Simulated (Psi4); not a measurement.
**SnO (tin(ii) oxide): MN12-SX-D3(BJ)/3-21G**

What is the vertical electron affinity of SnO (tin(ii) oxide) at MN12-SX-D3(BJ)/3-21G? 

Program for the calculation: Psi4 1.11.

6 further runs of the same task are left out: 3 that didn't finish, 3 set aside as unsound or not needed.

**1. Starting point**

SnO: 2 atoms, total charge 0, spin state singlet. SMILES: `[O]=[Sn]`. The shape comes from GFN2-xTB, which is rough for such elements, and wasn't checked as a minimum.

Bond lengths: O1–Sn2 1.804 Å.

**2. Energy and gradient at MN12-SX-D3(BJ)/3-21G**

The input, run.py:

```python
import psi4

psi4.set_memory('1600 MB')
psi4.set_num_threads(1)
psi4.set_output_file('psi4.out', False)

molecule = psi4.geometry("""
O      0.000000     0.000000     0.000000
Sn     0.000000     0.000000     1.803580
units angstrom
symmetry c1
""")

options = {'basis': '3-21G', 'scf_type': 'pk'}
psi4.set_options(options)

e_tot = psi4.gradient("mn12-sx-d3bj")
print('gradient / Eh bohr^-1')
print(e_tot.np.round(6))
```

Started as:

```sh
python run.py
```

psi4.out:

```text
[...]
  Running in c1 symmetry.
[...]
  Nuclear repulsion =  117.361516687920698
[...]
  Multiplicity = 1
[...]
  Nalpha       = 29
  Nbeta        = 29
[...]
    Number of basis functions: 42
[...]
   @RKS iter   1: -6070.48595040110195   -4.47945e+00   1.92306e-02 ADIIS/DIIS
[...]
   @RKS iter  10: -6070.73131307120093   -3.41061e-10   2.17117e-09 DIIS
[...]
    Orbital Energies [Eh]
    ---------------------
    Doubly Occupied:
       1A   -1028.055521     2A   -151.049215     3A   -140.514137
       4A   -140.514137     5A   -140.513232     6A    -29.324095
       7A    -24.908835     8A    -24.908835     9A    -24.904031
      10A    -19.461978    11A    -17.432467    12A    -17.432467
      13A    -17.431802    14A    -17.429795    15A    -17.429795
      16A     -4.803624    17A     -3.323204    18A     -3.323204
      19A     -3.313415    20A     -1.100030    21A     -1.074686
      22A     -1.074684    23A     -1.067504    24A     -1.067504
      25A     -0.896033    26A     -0.392751    27A     -0.272071
      28A     -0.272071    29A     -0.256738
[...]
  @RKS Final Energy: -6070.73131307120093
   => Energetics <=
    Nuclear Repulsion Energy =            117.3615166879206981
    One-Electron Energy =               -8610.2620939350435947
    Two-Electron Energy =                2547.6534439653719346
    DFT Exchange-Correlation Energy =    -125.4838790682458836
    Empirical Dispersion Energy =          -0.0003007212038695
    VV10 Nonlocal Energy =                  0.0000000000000000
    Total Energy =                      -6070.7313130712009297
[...]
 Multipole Moments:
 ------------------------------------------------------------------------------------
     Multipole            Electronic (a.u.)      Nuclear  (a.u.)        Total (a.u.)
 ------------------------------------------------------------------------------------
 L = 1.  Multiply by 2.5417464519 to convert [e a0] to [Debye]
 Dipole X            :         -0.0000000            0.0000000           -0.0000000
 Dipole Y            :          0.0000000            0.0000000            0.0000000
 Dipole Z            :          5.0739858           -3.9995226            1.0744631
 Magnitude           :                                                    1.0744631
[...]
  -Total Gradient:
     Atom            X                  Y                   Z
    ------   -----------------  -----------------  -----------------
       1        0.000000000000    -0.000000000000     0.035337442387
       2       -0.000000000002     0.000000000002    -0.039893535585
[...]
```

On the terminal:

```text
gradient / Eh bohr^-1
[[ 0.       -0.        0.035337]
 [-0.        0.       -0.039894]]
```

Wall time 6.3 s (1 thread of Intel Xeon Platinum 8488C (Sapphire Rapids), shared host); peak memory 0.31 GiB.

**3. The doublet anion**

The input, osn.in:

```
memory 1600 MB

molecule system {
  -1 2
  O      0.00000000     0.00000000     0.00000000
  Sn     0.00000000     0.00000000     3.40827224
  units bohr
  symmetry c1
}

set globals {
  reference uks
  scf_type pk
}

e, wfn = gradient('mn12-sx-d3(bj)/3-21G', return_wfn=True)
```

Started as:

```sh
psi4 -i osn.in -o osn.out -n 1
```

osn.out:

```text
[...]
  Running in c1 symmetry.
[...]
  Nuclear repulsion =  117.361516872255478
[...]
  Multiplicity = 2
[...]
  Nalpha       = 30
  Nbeta        = 29
[...]
    Number of basis functions: 42
[...]
   @UKS iter   1: -6070.34591747474042   -4.33942e+00   2.10292e-02 DIIS/ADIIS
[...]
   @UKS iter  23: -6070.71998500943391   -1.19144e-10   6.13738e-10 DIIS
[...]
   @S^2 Observed:                7.587684934E-01
[...]
    Orbital Energies [Eh]
    ---------------------
    Alpha Occupied:
       1A   -1027.781391     2A   -150.776235     3A   -140.241197
       4A   -140.240317     5A   -140.240024     6A    -29.052153
       7A    -24.637821     8A    -24.635070     9A    -24.633081
      10A    -19.216352    11A    -17.161276    12A    -17.159820
      13A    -17.159067    14A    -17.159021    15A    -17.157179
      16A     -4.533288    17A     -3.055716    18A     -3.047510
      19A     -3.046644    20A     -0.840887    21A     -0.803331
      22A     -0.803105    23A     -0.802732    24A     -0.796585
      25A     -0.663429    26A     -0.156519    27A     -0.069085
      28A     -0.045965    29A     -0.028071    30A      0.110926
    Alpha Virtual:
[...]
  @UKS Final Energy: -6070.71998500943391
   => Energetics <=
    Nuclear Repulsion Energy =            117.3615168722554785
    One-Electron Energy =               -8625.5677386307106644
    Two-Electron Energy =                2563.1759737768743435
    DFT Exchange-Correlation Energy =    -125.6894363066494265
    Empirical Dispersion Energy =          -0.0003007212038752
    VV10 Nonlocal Energy =                  0.0000000000000000
    Total Energy =                      -6070.7199850094339126
[...]
 Multipole Moments:
 ------------------------------------------------------------------------------------
     Multipole            Electronic (a.u.)      Nuclear  (a.u.)        Total (a.u.)
 ------------------------------------------------------------------------------------
 L = 1.  Multiply by 2.5417464519 to convert [e a0] to [Debye]
 Dipole X            :         -0.0000000            0.0000000           -0.0000000
 Dipole Y            :         -0.0000000            0.0000000           -0.0000000
 Dipole Z            :          4.7195049           -3.9995226            0.7199823
 Magnitude           :                                                    0.7199823
[...]
  -Total Gradient:
     Atom            X                  Y                   Z
    ------   -----------------  -----------------  -----------------
       1       -0.000000000000     0.000000000000     0.078284017723
       2        0.000000000007     0.000000000004    -0.082513787550
[...]
```

Wall time 11 s (1 thread of Intel Xeon Platinum 8488C (Sapphire Rapids), shared host); peak memory 0.3 GiB.

**4. Results**

At MN12-SX-D3(BJ)/3-21G:

| quantity | value |
| --- | --- |
| singlet SnO: total energy | -6070.73131 Eh |
| singlet SnO: dipole moment | 2.73 D |
| singlet SnO: HOMO energy | -6.99 eV |
| singlet SnO: LUMO energy | -2.32 eV |
| singlet SnO: HOMO–LUMO gap | 4.67 eV |
| singlet SnO: dispersion energy | -0.79 kJ/mol |
| singlet SnO: largest force on an atom | 2.051 eV/Å |
| doublet anion: total energy | -6070.71999 Eh |
| doublet anion: HOMO energy (highest over α and β) | 3.02 eV |
| doublet anion: LUMO energy (lowest over α and β) | 3.59 eV |
| doublet anion: dispersion energy | -0.79 kJ/mol |
| doublet anion: ⟨S²⟩ | 0.759 |
| doublet anion: largest force on an atom | 4.243 eV/Å |
| vertical electron affinity (to the doublet anion) | -0.308 eV |

**Reading.** The anion lies 0.31 eV (29.7 kJ/mol) above the neutral: the electron isn't bound at this level, and such a value depends on the basis. Without diffuse functions anions come out too high. The largest force (singlet SnO) is 2.05 eV/Å: the shape isn't a stationary point for this species at this level. Relativity is left out (singlet SnO) although the molecule holds a heavy atom. The HOMO (doublet anion) lies at positive energy, 3.02 eV; only total energies tell whether the electron is bound. Relativity is left out (doublet anion) although the molecule holds a heavy atom.
